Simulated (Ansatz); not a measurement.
**C₃H₉AlB₂: a ladder of functionals and wavefunction methods**

Aim: compute C₃H₉AlB₂ with functionals from several rungs and with coupled cluster, and see how far each lands from CCSD(T) at the basis-set limit for the atomisation energy.

Computed with Ansatz 0.2.0, Gaussian basis. Level: functionals in def2-TZVPP, the program's frozen cores in correlated methods.

The runs, in order: LDA (SPW92), PBE-D4, revPBE-D4, BLYP-D4, r2SCAN-D4, B97M-V, PBE0-D4, B3LYP-D4, r2SCANh-D4, r2SCAN0-D4, HSE06-D4, BHLYP-D4, CAM-B3LYP-D4, LC-ωPBE, ωB97X-V, ωB97M-V, B2PLYP, PBE-QIDH; CCSD(T)/def2-SVP; CCSD(T)/def2-TZVPP; MP2/def2-QZVPP; extrapolation to the limit; RPA on PBE.

## 1. The relaxed structure

An earlier PBE0-D4 in a triple-zeta def2 set relaxation fixed the geometry.

15 atoms, charge 0, spin multiplicity 1.

Atoms are counted from 1 here; the program's logs count them from 0.

Bond lengths: C1–B2 1.561 Å, C1–H7 1.095 Å, C1–H8 1.091 Å, C1–H9 1.101 Å, B2–C3 1.583 Å, B2–Al5 2.157 Å, C3–B4 1.526 Å, C3–H10 1.090 Å, C3–H11 1.150 Å, B4–Al5 2.097 Å, B4–H12 1.198 Å, Al5–C6 1.955 Å, C6–H13 1.093 Å, C6–H14 1.096 Å, C6–H15 1.093 Å. Angles: B2–C1–H7 114.3°, B2–C1–H8 114.4°, B2–C1–H9 105.4°, H7–C1–H8 109.6°, H7–C1–H9 106.2°, H8–C1–H9 106.2°, C1–B2–C3 123.4°, C1–B2–Al5 147.3°, C3–B2–Al5 89.0°, B2–C3–B4 96.5°, B2–C3–H10 124.3°, B2–C3–H11 72.5°, B4–C3–H10 128.2°, B4–C3–H11 112.5°, H10–C3–H11 109.7°, C3–B4–Al5 92.8°, C3–B4–H12 119.7°, Al5–B4–H12 140.2° and more.

## 2. LDA

This LDA is Slater exchange with PW92 correlation.

Input file in.yaml:

```yaml
crystal:
  periodic: [false, false, false]
  atoms:
    - {symbol: C, position_ang: [-0.590677, -2.169234, 0.910282]}
    - {symbol: B, position_ang: [0.027804, -0.898105, 0.248102]}
    - {symbol: C, position_ang: [1.460543, -0.876798, -0.425145]}
    - {symbol: B, position_ang: [1.847012, 0.524920, 0.037580]}
    - {symbol: Al, position_ang: [-0.125029, 1.224756, -0.099323]}
    - {symbol: C, position_ang: [-1.337851, 2.661040, -0.636869]}
    - {symbol: H, position_ang: [-0.161288, -3.113407, 0.560625]}
    - {symbol: H, position_ang: [-1.679564, -2.221144, 0.857966]}
    - {symbol: H, position_ang: [-0.337955, -2.094561, 1.978906]}
    - {symbol: H, position_ang: [2.102169, -1.751959, -0.531750]}
    - {symbol: H, position_ang: [0.681314, -0.862064, -1.270918]}
    - {symbol: H, position_ang: [2.836625, 0.682452, 0.693810]}
    - {symbol: H, position_ang: [-0.947806, 3.647523, -0.373507]}
    - {symbol: H, position_ang: [-1.465829, 2.645636, -1.725319]}
    - {symbol: H, position_ang: [-2.331369, 2.550046, -0.195141]}
basis:
  gaussian: {orbitals: def2-TZVPP}
hamiltonian: {xc: lda}
output: {orbitals: {seedname: orbitals}}
```

Started as:

```console
$ ansatz run in.yaml --threads 4 --pin off --events-out ev --progress --plain --max-ram 10444MiB
```

Further steps of the session: PBE-D4 (GGA); revPBE-D4 (GGA); BLYP-D4 (GGA); r2SCAN-D4 (meta-GGA); B97M-V (meta-GGA); B3LYP-D4 (hybrid); r2SCANh-D4 (hybrid); r2SCAN0-D4 (hybrid); HSE06-D4 (hybrid); BHLYP-D4 (hybrid); CAM-B3LYP-D4 (range-separated); LC-ωPBE (range-separated); ωB97X-V (range-separated); ωB97M-V (range-separated); B2PLYP (double hybrid); PBE-QIDH (double hybrid); CCSD(T) in def2-SVP; CCSD(T) in def2-TZVPP; MP2 in def2-QZVPP; RPA on PBE orbitals.

**Question.** What will the summary of the whole plan be? Wanted: atomisation energy, CCSD(T)/CBS; farthest beyond LDA; mean size of error, GGA; mean size of error, meta-GGA; mean size of error, hybrid; mean size of error, range-separated; mean size of error, double hybrid; gap, smallest and largest; T1 diagnostic.

**Answer**, as computed:

| quantity | value |
| --- | --- |
| atomisation energy, CCSD(T)/CBS | 5495.9 kJ/mol |
| functionals within 27.5 kJ/mol (0.5 %) | revPBE-D4, BLYP-D4, B3LYP-D4, r2SCAN0-D4 |
| farthest beyond LDA | PBE-D4 (+136.5 kJ/mol) |
| mean size of error, GGA | 55.0 kJ/mol |
| mean size of error, meta-GGA | 75.7 kJ/mol |
| mean size of error, hybrid | 59.5 kJ/mol |
| mean size of error, range-separated | 43.5 kJ/mol |
| mean size of error, double hybrid | 35.6 kJ/mol |
| gap, smallest and largest | 1.90 eV (LDA (SPW92)), 8.53 eV (LC-ωPBE) |
| T1 diagnostic | 0.0132 |
| triples share of the correlation energy | 4.2 % |

In words: The LDA atomisation energy is off by 764.4 kJ/mol (14 %): it overbinds. PBE-D4 is off by +136.5 kJ/mol. Double hybrids carry the basis error of their MP2 part in triple zeta, and no dispersion term here, so their miss is partly the set-up's. By mean error the best rung here is double hybrid (35.6 kJ/mol) and the worst beyond LDA is meta-GGA (75.7 kJ/mol). hybrid functionals lie within the reference's doubt of that worst mean (59.5 kJ/mol), so those two tie. The gap between the best rungs is small, so their order is not settled. Misses under about 27.5 kJ/mol are within the doubt on the reference itself, which lacks core-valence correlation, relativity and higher excitations. Hartree-Fock recovers 76 % of the binding; the rest is correlation. CCSD(T) in def2-SVP is off by -214.3 kJ/mol, more than most functionals: a good method in a small basis is no reference. The gap grows from 1.9 to 8.5 eV across the functionals, mostly with the share of exact exchange.
